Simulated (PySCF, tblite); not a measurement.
# C5H9F3GeO: geometry, infrared bands and NMR shifts

What infrared bands and NMR shifts should C5H9F3GeO (`FC(F)(F)O[C@@H]1CC[C@H]1[GeH3]`) show?

Computed with tblite 0.8.0 and PySCF 2.14.0, with density-fitted response routines of our own, on a single molecule in the gas phase. Atoms count from 0, in the outputs and in this text.

## (1) Starting geometry

19 atoms, charge 0, multiplicity 1; geometry from: force field or distance geometry start.

Bonds of the start (Å): F0–C1 1.40, C1–F2 1.38, C1–F3 1.38, C1–O4 1.41, O4–C5 1.41, C5–C6 1.52, C6–C7 1.52, C7–C8 1.52, C8–Ge9 1.97, C8–C5 1.52, C5–H10 1.12, C6–H11 1.11, C6–H12 1.12, C7–H13 1.12, C7–H14 1.12, C8–H15 1.11, Ge9–H16 1.55, Ge9–H17 1.55, Ge9–H18 1.55.

## (2) Geometry optimisation with GFN2-xTB

Job settings and geometry (Å):

```
{"job": {"kind": "relax", "xc": "GFN2-xTB", "basis": "xTB"}, "charge": 0, "multiplicity": 1}
F      2.989900     0.685900     1.046300
C      2.281300     1.266500    -0.015100
F      1.386400     2.185500     0.484500
F      3.190100     1.932700    -0.820000
O      1.642400     0.265400    -0.768900
C      0.607800    -0.353700    -0.032500
C      0.194700    -1.665800    -0.682400
C     -1.167000    -1.078400    -0.998400
C     -0.756000     0.231400    -0.355800
Ge    -1.808000     0.658000     1.248600
H      0.821000    -0.491400     1.056000
H      0.773000    -1.922600    -1.590900
H      0.127600    -2.501500     0.064700
H     -1.335800    -0.983100    -2.100100
H     -1.999300    -1.604100    -0.472400
H     -0.726500     1.075100    -1.073700
H     -3.257000     1.005200     0.836100
H     -1.166200     1.866700     1.966500
H     -1.808300    -0.562600     2.200000
```

On the command line:

```bash
$ OMP_NUM_THREADS=1 python probes_run.py task.json out
```

This one command runs all jobs of the session in turn.

Standard output:

```text
step      E/eV     max force
  0    -965.10961    3.786
  1    -965.53995    1.183
  2    -965.63844    1.169
  3    -965.67097    0.565
  4    -965.70710    0.334
  5    -965.71693    0.295
  6    -965.72612    0.207
  7    -965.73100    0.159
  8    -965.73431    0.106
  9    -965.73564    0.095
 10    -965.73646    0.073
 11    -965.73736    0.100
 12    -965.73848    0.091
 13    -965.73961    0.081
 14    -965.74065    0.063
 15    -965.74157    0.077
 16    -965.74233    0.074
 17    -965.74286    0.048
 18    -965.74324    0.040
 19    -965.74361    0.051
 20    -965.74410    0.057
 21    -965.74482    0.068
 22    -965.74580    0.087
 23    -965.74699    0.074
 24    -965.74829    0.099
 25    -965.74967    0.096
 26    -965.75110    0.119
 27    -965.75255    0.127
 28    -965.75395    0.102
 29    -965.75520    0.095
 30    -965.75626    0.096
 31    -965.75717    0.066
 32    -965.75794    0.058
 33    -965.75861    0.065
 34    -965.75920    0.055
 35    -965.75975    0.055
 36    -965.76030    0.051
 37    -965.76087    0.056
 38    -965.76146    0.057
 39    -965.76204    0.063
 40    -965.76261    0.052
 41    -965.76320    0.056
 42    -965.76384    0.076
 43    -965.76451    0.065
 44    -965.76513    0.073
 45    -965.76569    0.073
 46    -965.76627    0.076
 47    -965.76702    0.096
 48    -965.76791    0.079
 49    -965.76882    0.075
 50    -965.76974    0.070
 51    -965.77061    0.080
 52    -965.77143    0.082
 53    -965.77222    0.072
 54    -965.77303    0.073
 55    -965.77392    0.073
 56    -965.77479    0.077
 57    -965.77564    0.079
 58    -965.77651    0.078
 59    -965.77761    0.094
 60    -965.77900    0.102
 61    -965.78095    0.127
 62    -965.78305    0.105
 63    -965.78507    0.100
 64    -965.78596    0.083
 65    -965.78731    0.075
 66    -965.78823    0.062
 67    -965.78888    0.047
 68    -965.78926    0.047
 69    -965.78967    0.047
 70    -965.79011    0.057
 71    -965.79058    0.045
 72    -965.79091    0.032
 73    -965.79108    0.028
 74    -965.79122    0.026
 75    -965.79134    0.028
 76    -965.79146    0.029
 77    -965.79161    0.032
 78    -965.79184    0.033
 79    -965.79211    0.035
 80    -965.79233    0.028
 81    -965.79247    0.024
 82    -965.79260    0.025
 83    -965.79278    0.028
 84    -965.79296    0.025
 85    -965.79309    0.026
 86    -965.79318    0.020
 87    -965.79325    0.015
 88    -965.79330    0.015
 89    -965.79334    0.014
 90    -965.79337    0.013
 91    -965.79341    0.017
 92    -965.79345    0.016
 93    -965.79350    0.012
 94    -965.79354    0.014
 95    -965.79358    0.014
 96    -965.79362    0.014
 97    -965.79366    0.023
 98    -965.79372    0.026
 99    -965.79379    0.026
100    -965.79387    0.027
101    -965.79398    0.023
102    -965.79408    0.023
103    -965.79417    0.022
104    -965.79426    0.027
105    -965.79441    0.032
106    -965.79462    0.030
107    -965.79484    0.030
108    -965.79498    0.021
109    -965.79506    0.021
110    -965.79513    0.020
111    -965.79521    0.021
112    -965.79531    0.020
113    -965.79539    0.029
114    -965.79548    0.027
115    -965.79561    0.029
116    -965.79584    0.027
117    -965.79608    0.034
118    -965.79632    0.036
119    -965.79651    0.042
120    -965.79658    0.052
121    -965.79697    0.041
122    -965.79733    0.055
123    -965.79805    0.059
124    -965.79866    0.076
125    -965.79933    0.067
126    -965.79975    0.122
127    -965.80060    0.062
128    -965.80118    0.047
129    -965.80212    0.075
130    -965.80289    0.097
131    -965.80416    0.083
132    -965.80442    0.236
133    -965.80549    0.087
134    -965.80607    0.069
135    -965.80720    0.091
136    -965.80824    0.158
137    -965.80950    0.194
138    -965.81105    0.139
139    -965.81195    0.070
140    -965.81219    0.100
141    -965.81293    0.066
142    -965.81342    0.039
143    -965.81390    0.031
144    -965.81423    0.032
145    -965.81436    0.023
146    -965.81443    0.022
147    -965.81451    0.024
148    -965.81465    0.029
149    -965.81476    0.023
150    -965.81484    0.022
151    -965.81492    0.023
152    -965.81501    0.022
153    -965.81514    0.031
154    -965.81533    0.034
155    -965.81556    0.033
156    -965.81585    0.041
157    -965.81622    0.043
158    -965.81667    0.043
159    -965.81719    0.047
160    -965.81776    0.052
161    -965.81834    0.059
162    -965.81902    0.064
163    -965.81972    0.060
164    -965.82039    0.055
165    -965.82080    0.053
166    -965.82131    0.058
167    -965.82174    0.048
168    -965.82222    0.044
169    -965.82258    0.035
170    -965.82276    0.032
171    -965.82283    0.016
172    -965.82287    0.010
173    -965.82289    0.007
```

Wall time 2.5 s (1 thread of Arm Neoverse N1, shared host); peak memory 0.18 GiB.

Along the way: (not every step is listed)

```csv
step,energy from step 0 (eV),largest force (eV/Å)
0,0.0000,3.7863
1,-0.4303,1.1830
2,-0.5288,1.1690
3,-0.5614,0.5649
4,-0.5975,0.3338
5,-0.6073,0.2951
6,-0.6165,0.2070
7,-0.6214,0.1592
8,-0.6247,0.1055
24,-0.6387,0.0994
40,-0.6530,0.0523
56,-0.6652,0.0772
72,-0.6813,0.0318
88,-0.6837,0.0151
104,-0.6847,0.0270
120,-0.6870,0.0524
136,-0.6986,0.1579
152,-0.7054,0.0221
168,-0.7126,0.0436
169,-0.7130,0.0351
170,-0.7132,0.0319
171,-0.7132,0.0156
172,-0.7133,0.0103
173,-0.7133,0.0066
```

Distances of close pairs at the start and the end, largest changes first:

```csv
bond,before (Å),after (Å),change (Å)
C1–O4,1.407,1.309,-0.098
Ge9–H17,1.545,1.487,-0.059
C1–F3,1.385,1.327,-0.058
Ge9–H18,1.548,1.494,-0.054
Ge9–H16,1.546,1.496,-0.050
F0–C1,1.402,1.352,-0.050
C6–H12,1.123,1.087,-0.036
C7–H13,1.119,1.087,-0.032
```

The final coordinates are the input of the step that follows.

## (3) Infrared spectrum with GFN2-xTB

Job settings and geometry (Å):

```
{"job": {"kind": "ir", "xc": "GFN2-xTB", "basis": "xTB"}, "charge": 0, "multiplicity": 1}
F      1.602574     1.157441     1.520026
C      1.965088     1.233692     0.219599
F      1.199654     2.234863    -0.273543
F      3.215355     1.677841     0.189527
O      1.858390     0.104593    -0.433378
C      0.652678    -0.621371    -0.120055
C      0.223773    -1.695058    -1.111722
C     -1.226385    -1.237198    -0.883515
C     -0.680132     0.095477    -0.333604
Ge    -1.447389     0.963409     1.263113
H      0.753976    -1.018403     0.896138
H      0.576846    -1.464203    -2.113488
H      0.480251    -2.720677    -0.857969
H     -1.864068    -1.172937    -1.761334
H     -1.724296    -1.829258    -0.116588
H     -0.584688     0.807650    -1.153760
H     -2.940306     0.946099     1.167296
H     -1.010297     2.375175     1.425770
H     -1.060828     0.172117     2.470023
```

Standard output:

```text
mode    cm-1     km/mol
  1      55.9      0.14
  2      73.7      2.19
  3     113.0      0.30
  4     141.8      0.26
  5     155.2      0.62
  6     191.0      1.24
  7     214.4      1.46
  8     293.8      3.67
  9     340.3     16.23
 10     388.0      0.89
 11     407.9      2.56
 12     476.6     19.39
 13     513.1     38.40
 14     535.8     62.14
 15     557.7      6.96
 16     590.6     39.19
 17     643.7     37.74
 18     711.5     15.84
 19     774.7    316.42
 20     828.5     15.38
 21     848.3     77.69
 22     852.7     66.29
 23     870.3    100.50
 24     939.2     24.19
 25     975.5    310.63
 26     990.3     64.79
 27    1013.1      6.39
 28    1053.8     34.08
 29    1055.4     21.31
 30    1081.8    221.82
 31    1125.6    246.91
 32    1140.5      4.88
 33    1175.0     20.82
 34    1186.6     12.86
 35    1227.0     20.79
 36    1229.3    538.79
 37    1239.9     18.57
 38    1262.1     11.50
 39    1276.5     12.78
 40    1333.0     19.79
 41    1463.1      0.74
 42    1480.4      0.86
 43    2006.7    141.16
 44    2082.1    440.80
 45    2123.7    386.40
 46    2908.0     32.03
 47    2970.3     19.98
 48    2992.9     24.16
 49    3018.3     35.57
 50    3020.7     34.23
 51    3036.0     23.56
```

Run time: 1.4 s. Hardware: 1 thread of Arm Neoverse N1, shared host; peak memory 0.18 GiB.

The strongest bands and the atoms that carry them (share of the mass-weighted mode):

```csv
cm⁻¹,km/mol,atoms
775,316.4,"H18 37 %, H17 34 %, H16 24 %"
976,310.6,"C1 67 %, F2 10 %"
1082,221.8,"C1 33 %, C8 17 %, C5 11 %"
1126,246.9,"C1 31 %, C5 15 %"
1229,538.8,"C1 53 %, O4 24 %"
2007,141.2,"H16 47 %, H18 38 %, H17 14 %"
2082,440.8,"H18 50 %, H16 47 %"
2124,386.4,"H17 84 %, H18 10 %"
```

## (4) Shielding tensors: PBE0/pcSseg-1

Settings changed since step 3:

```diff
@@ -1,2 +1,2 @@
-{"job": {"kind": "ir", "xc": "GFN2-xTB", "basis": "xTB"}, "charge": 0, "multiplicity": 1}
+{"job": {"kind": "nmr", "xc": "PBE0", "basis": "pcSseg-1"}, "charge": 0, "multiplicity": 1}
 F      1.602574     1.157441     1.520026
```

With the program's defaults for keys left out, this is: GIAO PBE0/pcSseg-1 NMR shielding, non-relativistic, gas phase.

Standard output:

```text
coarse grid: 76648 points
cycle   1  E = -2646.3391001928  dE =  1.041e+00  |g| = 1.316e+00  |ddm| = 4.001e+00
cycle   2  E = -2646.1760904915  dE =  1.630e-01  |g| = 1.665e+00  |ddm| = 1.336e+00
cycle   3  E = -2646.5519036214  dE = -3.758e-01  |g| = 1.202e-01  |ddm| = 8.253e-01
cycle   4  E = -2646.5535849787  dE = -1.681e-03  |g| = 5.536e-02  |ddm| = 7.724e-02
cycle   5  E = -2646.5538806469  dE = -2.957e-04  |g| = 7.705e-03  |ddm| = 2.939e-02
cycle   6  E = -2646.5538902876  dE = -9.641e-06  |g| = 2.693e-03  |ddm| = 8.639e-03
final grid: 163448 points
cycle   7  E = -2646.5538167017  dE =  1.033e-06  |g| = 3.659e-03  |ddm| = 5.840e-03
cycle   8  E = -2646.5538141537  dE =  2.548e-06  |g| = 5.234e-03  |ddm| = 6.586e-03
cycle   9  E = -2646.5538192036  dE = -5.050e-06  |g| = 2.473e-04  |ddm| = 3.797e-03
cycle  10  E = -2646.5538192121  dE = -8.451e-09  |g| = 3.967e-05  |ddm| = 2.011e-04
cycle  11  E = -2646.5538192124  dE = -3.274e-10  |g| = 6.791e-06  |ddm| = 4.149e-05
converged SCF energy = -2646.5538192124

GIAO shielding tensors (ppm)
atom      isotropic    diamagn.    paramagn.     s11        s22        s33       span
  0 F      239.311     476.803    -237.491    151.036    224.743    342.155    191.119
  1 C       56.009     237.992    -181.983     46.201     50.928     70.898     24.697
  2 F      229.418     476.474    -247.057    149.114    198.223    340.917    191.803
  3 F      242.138     466.231    -224.093    170.215    203.712    352.487    182.273
  4 O      197.314     398.109    -200.795    166.493    184.331    241.118     74.625
  5 C      106.646     249.054    -142.407     79.420     93.930    146.588     67.168
  6 C      154.767     251.744     -96.977    135.642    153.904    174.754     39.112
  7 C      168.772     249.986     -81.214    154.218    167.027    185.072     30.855
  8 C      158.870     254.957     -96.087    138.628    156.326    181.654     43.026
  9 Ge    1539.295    2755.507   -1216.212   1440.384   1506.645   1670.858    230.474
 10 H       27.180      33.161      -5.981     25.206     27.182     29.153      3.947
 11 H       29.165      30.781      -1.615     26.076     27.318     34.102      8.026
 12 H       29.174      29.849      -0.675     25.166     25.673     36.683     11.517
 13 H       29.681      30.089      -0.409     25.785     26.157     37.100     11.315
 14 H       30.104      31.419      -1.314     26.077     28.847     35.389      9.312
 15 H       29.137      33.885      -4.748     26.398     29.421     31.593      5.195
 16 H       28.275      29.322      -1.047     21.335     22.910     40.581     19.245
 17 H       27.799      29.619      -1.819     20.299     24.537     38.562     18.263
 18 H       28.328      30.036      -1.708     22.090     24.096     38.797     16.707
```

It took 1.7 min on 1 thread of Arm Neoverse N1, shared host; peak memory 1.1 GiB.

Shifts follow as δ = σ(reference) − σ, with reference shieldings (ppm) from runs at the same level and on the same kind of geometry: 1H TMS 31.72, 13C TMS 186.9, 19F CFCl3 170.9, 17O H2O 336.1, 73Ge GeMe4 1331. The references are single molecules in the gas phase, so shifts against H2O, NH3, PH3, H3PO4 or CFCl3 are not on the usual liquid scales and can be off by tens of ppm. Atoms listed in one row are averaged.

```csv
atoms,environment,σ (ppm),δ (ppm)
C1,CF3 carbon,56.0,130.9
C5,sp3 CH bonded to O,106.6,80.3
C6,sp3 CH2 in a ring,154.8,32.2
C8,sp3 CH bonded to Ge,158.9,28.1
C7,sp3 CH2 in a ring,168.8,18.2
H10,hydrogen on an sp3 CH bonded to O,27.18,4.54
"H16, H17, H18",hydrogen on a germanium bonded to C,28.13,3.58
H15,hydrogen on an sp3 CH bonded to Ge,29.14,2.58
H11,hydrogen on an sp3 CH2 in a ring,29.17,2.55
H12,hydrogen on an sp3 CH2 in a ring,29.17,2.54
H13,hydrogen on an sp3 CH2 in a ring,29.68,2.04
H14,hydrogen on an sp3 CH2 in a ring,30.10,1.61
"F0, F2, F3",fluorine of an OCF3 group,237.0,-66.0
O4,ether oxygen,197.3,138.8
Ge9,"germanium bonded to C, 3 H",1539,-208
```

Charges from the same density, by scheme (e):

```csv
atoms,Mulliken,IAO,Hirshfeld,ESP fit
"F0, F2, F3",-0.27,-0.29,-0.09,-0.23
C1,0.96,0.94,0.31,0.80
O4,-0.45,-0.35,-0.14,-0.47
C5,0.05,0.08,0.04,0.36
C6,-0.15,-0.27,-0.07,-0.21
C7,-0.14,-0.25,-0.07,-0.15
C8,-0.57,-0.37,-0.12,-0.18
Ge9,0.32,0.47,0.27,0.18
```

Mayer bond orders: F0–C1 0.95, C1–F2 0.97, C1–F3 1.07, C1–O4 1.16, O4–C5 0.80, C5–C6 1.04, C6–C7 1.03, C7–C8 0.99, C8–Ge9 0.84, C8–C5 0.98.

Ring of atoms C5, C6, C7, C8: NICS(0) -3.3, NICS(1) -2.0, NICS(1)zz 3.4 ppm (means of both faces).

## (5) Summary of results

```
                                                                 quantity                                         value
                                strongest single infrared mode (GFN2-xTB)                         1229 cm⁻¹, 539 km/mol
                                             zero-point energy (GFN2-xTB)                                 81.5 kcal/mol
                                   13C shifts against TMS (PBE0/pcSseg-1)             130.9, 80.3, 32.2, 28.1, 18.2 ppm
   1H shifts against TMS (PBE0/pcSseg-1, means over atoms taken as alike)  4.54, 3.58, 2.58, 2.55, 2.54, 2.04, 1.61 ppm
19F shifts against CFCl3 (PBE0/pcSseg-1, means over atoms taken as alike)                                     -66.0 ppm
                                   17O shifts against H2O (PBE0/pcSseg-1)                                     138.8 ppm
                                73Ge shifts against GeMe4 (PBE0/pcSseg-1)                                      -208 ppm
```

What this shows: Over 173 steps the energy fell by 0.713 eV; of the close pairs, C1–O4 changed most, 1.407 to 1.309 Å. No mode is imaginary among the 51: a minimum at this level. GFN2-xTB is a fitted tight-binding method: band positions and strengths are rough. Its intensities can rank the bands wrongly. H10 (hydrogen on an sp3 CH bonded to O) lies farthest downfield among hydrogen, at 4.54 ppm; its carbon carries O, an electronegative neighbour. At PBE0/pcSseg-1: The largest span, 230 ppm, is at Ge9, where the paramagnetic term is -1216 ppm. Spin-orbit coupling is left out, which matters for shieldings and couplings at and beside the heavy atoms.
